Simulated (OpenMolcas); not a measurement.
**A workflow on F**

Wanted: a series of 9 runs (ROHF/cc-pVDZ, CASSCF(7,4)/cc-pVDZ, CASPT2(7,4)/cc-pVDZ, CASPT2[IPEA 0](7,4)/cc-pVDZ, SC-NEVPT2(7,4)/cc-pVDZ, PC-NEVPT2(7,4)/cc-pVDZ, MC-PDFT[tPBE](7,4)/cc-pVDZ, MC-PDFT[ftPBE](7,4)/cc-pVDZ, and more) of F. 

The results are computed with OpenMolcas 26.06.

54 further runs of the same task are left out: 54 set aside as unsound or not needed.

**1. A single-point energy at ROHF/cc-pVDZ (run 1)**

step1.inp reads:

```
>>> EXPORT MOLCAS_PRINT=2
&GATEWAY
BASLIB=$CurrDir
COORD
1
angstrom
F        0.000000       0.000000       0.000000
BASIS=cc-pVDZ
GROUP=NoSym
&SEWARD
&SCF
UHF
SPIN=2
PRORBITALS=1
&RASSCF
FILEORB=$Project.UnaOrb
SPIN=2
NACTEL=1 0 0
INACTIVE=4
RAS2=1
OUTORBITALS=Canonical
ORBLISTING=Few
```

The basis set cc-pVDZ is read from a file made from the Basis Set Exchange's data (not shown).

On the command line:

```bash
$ export MOLCAS_MEM=1860
$ pymolcas step1.inp > step1.log
```

The log of the run:

```text
--- Start Module: gateway ---
[...]
--- Stop Module: gateway /rc=_RC_ALL_IS_WELL_ ---
[...]
      Basis functions           14
[...]
--- Start Module: scf ---
[...]
       Convergence after   9 Iterations
[...]
::    Total SCF energy                                -99.3752403031
[...]
      Total spin, S                                     0.5010024338
[...]
--- Stop Module: scf /rc=_RC_ALL_IS_WELL_ ---
[...]
--- Start Module: rasscf ---
[...]
      Number of active orbitals                  1
[...]
      Spin quantum number                      0.5
[...]
      Active orbitals                            1
[...]
      Number of CSFs                             1
[...]
      Number of root(s) required                 1
[...]
      Convergence after  5 iterations
[...]
      printout of CI-coefficients larger than  0.05 for root  1
      energy=     -99.371862
      conf/sym  1     Coeff  Weight
             1  u   1.00000 1.00000
      Natural orbitals and occupation numbers for root  1
      sym 1:   1.000000
      ************************************************************************************************************************
      *                                                    Final results                                                     *
[...]
::    RASSCF root number  1 Total energy:    -99.37186194
[...]
      Total electronic charge=    9.000000
      Total            charge=    0.000000
[...]
      Dipole Moment (debye):
      Origin of the operator (angstrom)=    0.0000    0.0000    0.0000
                   X=  1.7344E-16               Y= -4.2444E-17               Z=  1.4845E-16           Total=  2.3221E-16
      Quadrupole Moment (debye*angstrom):
[...]
--- Stop Module: rasscf /rc=_RC_ALL_IS_WELL_ ---
[...]
```

Run time: 6.6 s. Hardware: 1 thread of AMD EPYC 7R43 (Zen 3), shared host; peak memory 0.36 GiB.

**2. The F atom: a single-point energy at CASSCF(7,4)/cc-pVDZ (run 2)**

step2.input reads:

```
&GATEWAY
BASLIB = $CurrDir
COORD
1
angstrom
F        0.000000       0.000000       0.000000
BASIS = cc-pVDZ
GROUP = NoSym
&SEWARD
&RASSCF
FILEORB = $CurrDir/step1.RasOrb
SPIN = 2
NACTEL = 7 0 0
INACTIVE = 1
RAS2 = 4
ORBLISTING = Few
```

The basis set cc-pVDZ is read from a file made from the Basis Set Exchange's data (not shown).

On the command line:

```bash
$ export MOLCAS_MEM=1860
$ pymolcas step2.input > step2.log
```

The log of the run:

```text
--- Start Module: gateway ---
[...]
--- Stop Module: gateway /rc=_RC_ALL_IS_WELL_ ---
--- Start Module: seward ---
[...]
      Basis functions           14
--- Stop Module: seward /rc=_RC_ALL_IS_WELL_ ---
[...]
--- Start Module: rasscf ---
[...]
      Number of active orbitals                  4
[...]
      Spin quantum number                      0.5
[...]
      Active orbitals                            4
[...]
      Number of CSFs                             4
[...]
      Number of root(s) required                 1
[...]
      Convergence after  4 iterations
[...]
      printout of CI-coefficients larger than  0.05 for root  1
      energy=     -99.371862
      conf/sym  1111     Coeff  Weight
             1  222u   1.00000 1.00000
      Natural orbitals and occupation numbers for root  1
      sym 1:   2.000000   2.000000   2.000000   1.000000
      ************************************************************************************************************************
      *                                                    Final results                                                     *
[...]
::    RASSCF root number  1 Total energy:    -99.37186194
[...]
      Total electronic charge=    9.000000
      Total            charge=   -0.000000
[...]
      Dipole Moment (debye):
      Origin of the operator (angstrom)=    0.0000    0.0000    0.0000
                   X=  1.7344E-16               Y= -4.2444E-17               Z=  1.4845E-16           Total=  2.3221E-16
      Quadrupole Moment (debye*angstrom):
[...]
--- Stop Module: rasscf /rc=_RC_ALL_IS_WELL_ ---
[...]
```

Run time: 5.1 s. Hardware: 1 thread of AMD EPYC 7R43 (Zen 3), shared host; peak memory 0.36 GiB.

Runs 3 to 4 aren't shown in full; the table further down has their settings and results.

**3. The F atom: the energy at SC-NEVPT2(7,4)/cc-pVDZ (run 5)**

step5.input reads:

```
>>> EXPORT MOLCAS_PRINT=2

&GATEWAY
  BasLib=$CurrDir
  Coord
  1
  angstrom
  F        0.000000       0.000000       0.000000
  Basis=cc-pVDZ
  Group=NoSym

&SEWARD

&RASSCF
  FileOrb=$CurrDir/step2.RasOrb
  Spin=2
  Nactel=7 0 0
  Inactive=1
  Ras2=4
  OrbListing=Few

&CASPT2
  SC-NEVPT2
  Frozen=1
```

The basis set cc-pVDZ is read from a file made from the Basis Set Exchange's data (not shown).

Run the same way, it converges to -99.49985 Eh (log not shown).

Runs 6 to 8 aren't shown in full; the table further down has their settings and results.

**4. The F atom: a single-point energy at MRCI(7,4)/cc-pVDZ (run 9)**

step9.inp reads:

```
&GATEWAY
BasLib=$CurrDir
Coord
1
angstrom
F        0.000000       0.000000       0.000000
Basis=cc-pVDZ
Group=NoSym
&SEWARD
&RASSCF
FileOrb=$CurrDir/step2.RasOrb
Spin=2
Nactel=7 0 0
Inactive=1
Ras2=4
OrbListing=Few
&MOTRA
LumOrb
Frozen=1
&GUGA
Electrons=7
Spin=2
Inactive=0
Active=4
CIAll=1
&MRCI
SDCI
```

The basis set cc-pVDZ is read from a file made from the Basis Set Exchange's data (not shown).

Run the same way, it converges to -99.52370 Eh (log not shown).

**5. The series**

```
run                        level   active rule  inactive  energy (Eh)  dipole moment (D) of the reference  wall time
  1                 ROHF/cc-pVDZ             –         –   -99.371862                                0.00      6.6 s
  2          CASSCF(7,4)/cc-pVDZ  full valence         1   -99.371862                                0.00      5.1 s
  3          CASPT2(7,4)/cc-pVDZ  full valence         1   -99.518267                                0.00      5.1 s
  4  CASPT2[IPEA 0](7,4)/cc-pVDZ  full valence         1   -99.520017                                0.00      5.1 s
  5       SC-NEVPT2(7,4)/cc-pVDZ  full valence         1   -99.499851                                0.00      5.1 s
  6       PC-NEVPT2(7,4)/cc-pVDZ  full valence         1   -99.500125                                0.00      5.1 s
  7   MC-PDFT[tPBE](7,4)/cc-pVDZ  full valence         1   -99.615401                                0.00      5.7 s
  8  MC-PDFT[ftPBE](7,4)/cc-pVDZ  full valence         1   -99.646141                                0.00      5.7 s
  9            MRCI(7,4)/cc-pVDZ  full valence         1   -99.523704                                0.00      5.4 s
```

**6. Results**

| quantity | value |
| --- | --- |
| F atom, run 9: total energy | -99.52370 Eh |
| F atom, run 9: dipole moment (CASSCF density) | 0.00 D |

What this shows: Below the ROHF energy at the same shape and in the same basis (cc-pVDZ): CASSCF(7,4) +0.0 mEh; CASPT2(7,4) -146.4 mEh; CASPT2[IPEA 0](7,4) -148.2 mEh; SC-NEVPT2(7,4) -128.0 mEh; PC-NEVPT2(7,4) -128.3 mEh; MRCI(7,4) -151.8 mEh. Active-space methods hold only the correlation inside their space unless a perturbation or CI step follows. All runs together took 49 s, the longest 6.6 s.
